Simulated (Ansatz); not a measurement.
The system is CrN2.

```xyz
6
Lattice="3.9018 0.0000 0.0000 0.0000 4.8095 0.0000 0.0000 0.0000 2.7842" Properties=species:S:1:pos:R:3 pbc="T T T"
Cr    0.0000    0.0000    0.0000
Cr    1.9509    2.4048    1.3921
N     3.3796    2.8317    0.0000
N     0.5222    1.9778    0.0000
N     1.4287    4.3825    1.3921
N     2.4731    0.4270    1.3921
```

The cell comes from a database or a generator and needn't be the stable form of this composition.

Base run:

| Quantity | Value |
| --- | --- |
| Program | Ansatz 0.2.0 |
| Functional | PBEsol |
| Potentials or basis | Ansatz PAW |
| Cutoff | 420 eV (not typed: the program's choice for these potentials) |
| k mesh | 7 × 6 × 10 |
| Occupations | fermi-dirac, width 0.05 eV |
| Spin | no spin polarisation |

Its results: band gap on the k mesh none (metal or under the smearing width); pressure -17.8 GPa; largest force 0.146 eV/Å.

The run is repeated on the same cell with these changes: k mesh from 7 × 6 × 10 to 5 × 4 × 7; spin from no spin polarisation to non-collinear spin, random start. What comes out?

Band gap on the k mesh none (metal or under the smearing width); pressure -10.0 GPa; net moment 4.22 μB per cell; largest force 0.081 eV/Å.

Several settings changed at once, so the effect can't be laid on one alone.

Caveats: the PAW data sets come from PBE, with cores solved anew for the run's functional, which leaves a small shift of forces and pressure; the starting moments weren't kept (some runs).
